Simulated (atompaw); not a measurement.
# Pseudopotential generation for Lu: PAW (atompaw), PBE

Task: generate the file, and judge it by its logarithmic derivatives, its ghosts and its cutoff.

The numbers are computed with atompaw 4.2.0.5 (PBE, scalar-relativistic, spin-unpolarised reference atom).

## 1. The design

The settings as typed:

| Property | Result |
| --- | --- |
| element | lutetium (Lu, Z = 71) |
| type | PAW |
| frozen core | [Kr] |
| valence charge | 35 |
| reference configuration | 4d10 4f14 5s2 5p6 5d0 6s0 6p0 (charge +3) |
| partial waves | 5s (bound): rc 1.35 bohr; 6s (bound, empty): rc 1.95 bohr; 5p (bound): rc 1.55 bohr; 6p (bound, empty): rc 2.75 bohr; 4d (bound): rc 0.80 bohr; 5d (bound, empty): rc 2.75 bohr; 4f (bound): rc 0.90 bohr; 4f channel at -2.3 Ry: rc 0.90 bohr |
| local potential | bessel scheme, radius 2.60 bohr |
| core correction | smooth core density matched at 1.45 bohr |
| augmentation charge | besselshape compensation charge, radius 2.15 bohr; PAW radius 2.75 bohr; waves and projectors: custom rrkj gramschmidtortho |

The outer shells as boxes (Hund's rule for the drawing; the calculation is spin-unpolarised):

```
[Kr] core
4d [↑↓][↑↓][↑↓][↑↓][↑↓]
4f [↑↓][↑↓][↑↓][↑↓][↑↓][↑↓][↑↓]
5s [↑↓]
5p [↑↓][↑↓][↑↓]
5d [  ][  ][  ][  ][  ]
6s [  ]
6p [  ][  ][  ]
```

## 2. Generating the potential

Contents of Lu.input:

```
Lu 71
GGA-PBE scalarrelativistic loggrid 2001 logderivrange -18 5 576
6 6 5 4 0 0
6 0 0
6 1 0
5 2 0
0 0 0
c
c
c
c
v
v
c
c
c
v
v
c
v
v
v
3
2.75 2.15 2.60 1.45
n
n
n
y
-2.3
n
custom rrkj gramschmidtortho besselshape
bessel
1.35
1.95
1.55
2.75
0.80
2.75
0.90
0.90
PWSCFOUT
UPFDX 0.0125d0 UPFXMIN -7.d0 UPFZMESH 71.d0
END
```

The run is started by

```console
atompaw < Lu.input > Lu.log
```

**Question.** What will these runs give? Wanted: cutoffs for 10 and 1 mRy, occupied levels; bound ghosts; largest phase difference near zero energy, channels read; lowest eigenvalue of the overlap; share of valence orbitals outside the PAW sphere; UPF file.

**Answer**, as computed:

| quantity | value |
| --- | --- |
| cutoffs for 10 and 1 mRy, occupied levels | 300 Ry and over 300 Ry |
| bound ghosts | none found |
| largest phase difference near zero energy, channels read | 0.287 rad |
| lowest eigenvalue of the overlap (Bessel basis) | 0.154 (s) |
| share of valence orbitals outside the PAW sphere | 5s 0 %, 6s 52 %, 5p 1 %, 6p 75 %, 4d 0 %, 5d 17 %, 4f 0 % |
| UPF file | written |

What this shows: By its cutoff, 300 Ry for the looser tolerance, it is very hard. The tighter tolerance needs over 300 Ry, and converged work needs a cutoff nearer that. It is free of bound ghosts as far as tested. Of the channels read, d scatters worst near zero energy, by up to 0.29 rad. All of this concerns the isolated atom, not yet a solid.
